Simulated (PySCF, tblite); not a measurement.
# C₆H₃N₂O radical: geometry, infrared bands and EPR parameters

Wanted: the infrared bands and EPR parameters of C₆H₃N₂O radical (`N#C/[C]=C(\C=O)CC#N`), by calculation.

Programs: tblite 0.8.0 and PySCF 2.14.0, with density-fitted response routines of our own. Each step states its level of theory. These are calculated values for one molecule in the gas phase, unless marked as measured. Atoms count from 0, in the outputs and in this text.

## (1) The starting structure

12 atoms, charge 0, multiplicity 2; geometry from: force field or distance geometry start.

Bonds of the start (Å): N0–C1 1.16, C1–C2 1.45, C2–C3 1.32, C3–C4 1.47, C4–O5 1.26, C3–C6 1.49, C6–C7 1.46, C7–N8 1.16, C4–H9 1.08, C6–H10 1.11, C6–H11 1.11.

## (2) Relaxing the molecule with GFN2-xTB

The job: settings as JSON, then the geometry in Å.

```
{"job": {"kind": "relax", "xc": "GFN2-xTB", "basis": "xTB"}, "charge": 0, "multiplicity": 2}
N      0.117200     3.359900     0.159400
C      0.621700     2.335500    -0.039900
C      1.275500     1.059700    -0.238400
C      0.588300    -0.044700     0.003800
C      1.270300    -1.325900    -0.207000
O      0.726900    -2.443500    -0.011800
C     -0.815800    -0.038900     0.507500
C     -1.648000    -0.748100    -0.464700
N     -2.310700    -1.298300    -1.248200
H      2.289800    -1.284100    -0.573600
H     -1.161700     1.012000     0.616900
H     -0.952200    -0.584200     1.469900
```

Launch:

```sh
> OMP_NUM_THREADS=1 python probes_run.py task.json out
```

One launch serves the whole session: the jobs run in the order shown.

**Question.** This job is followed by: GFN2-xTB harmonic vibrations, gas phase; UKS B3LYP, pcH-1 on C H N O, non-relativistic, mean-field spin-orbit, GIAO. Predict these results of the whole session: strongest single infrared mode (GFN2-xTB); zero-point energy (GFN2-xTB); g(iso) (B3LYP); ⟨S²⟩; largest a(iso) (averaged by class); surface potential, 1st and 99th percentile.

**Answer**, as computed:

| quantity | value |
| --- | --- |
| strongest single infrared mode (GFN2-xTB) | 1738 cm⁻¹, 514 km/mol |
| zero-point energy (GFN2-xTB) | 45.1 kcal/mol |
| g(iso) (B3LYP) | 2.00258 |
| ⟨S²⟩ | 0.776 (exact 0.75) |
| largest a(iso) (averaged by class) | 13C on C2, 79.2 MHz |
| surface potential, 1st and 99th percentile | -1.58 V and 1.79 V |

What this shows: The optimisation took 119 steps and gained 0.848 eV; among the close pairs (by a distance rule), C1–C2 changed most, from 1.447 to 1.319 Å. No mode is imaginary among the 30: a minimum at this level. The strongest single mode, at 1738 cm⁻¹, moves mainly C4 and O5. Unscaled tight-binding wavenumbers are off by several per cent, some by more. Its intensities can rank the bands wrongly. C2 carries the largest spin population, 0.82 e. The isotropic g lies 0.3 ppt above the free-electron value.
